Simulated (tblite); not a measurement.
# C5H10OSi: the cost of one run

The runs use tblite 0.8.0 and PySCF 2.14.0, with density-fitted response routines of our own; the level of theory stands in each step. All values are computed, except where a source is named. Atoms are numbered from 0 throughout.

## 1. The starting structure

17 atoms, charge 0, multiplicity 1; geometry from: force field or distance geometry start.

Bonds of the start (Å): C0–C1 1.51, C1–O2 1.39, O2–C3 1.34, C3–C4 1.32, C4–Si5 1.87, Si5–C6 1.83, Si5–C1 1.90, C0–H7 1.12, C0–H8 1.10, C0–H9 1.11, C1–H10 1.10, C3–H11 1.10, C4–H12 1.08, Si5–H13 1.46, C6–H14 1.11, C6–H15 1.11, C6–H16 1.12.

## 2. Relaxing the molecule with GFN2-xTB

Job settings and geometry (Å):

```
{"job": {"kind": "relax", "xc": "GFN2-xTB", "basis": "xTB"}, "charge": 0, "multiplicity": 1}
C     -1.978700    -0.994400     0.111800
C     -0.959200     0.037200     0.524500
O     -1.251800     1.302000     0.016900
C     -0.253600     2.180900    -0.179100
C      0.918500     1.655800    -0.476100
Si     0.604800    -0.186500    -0.529500
C      1.924800    -1.145200     0.298100
H     -2.428400    -0.577900    -0.827400
H     -1.504300    -1.960500    -0.114600
H     -2.800100    -1.052600     0.851600
H     -0.727500     0.030900     1.599200
H     -0.369000     3.270000    -0.070600
H      1.848900     2.166300    -0.664400
H      0.244800    -0.636100    -1.869400
H      1.788900    -2.230500     0.090700
H      2.024100    -0.976600     1.394200
H      2.910900    -0.870900    -0.165900
```

On the command line:

```
$ OMP_NUM_THREADS=1 python probes_run.py task.json out
```

One launch serves the whole session: the jobs run in the order shown.

Q: Estimate the wall time and peak memory of this first job on 1 thread of AMD EPYC, shared host.

About 2.1 s, with a peak of 0.18 GiB.
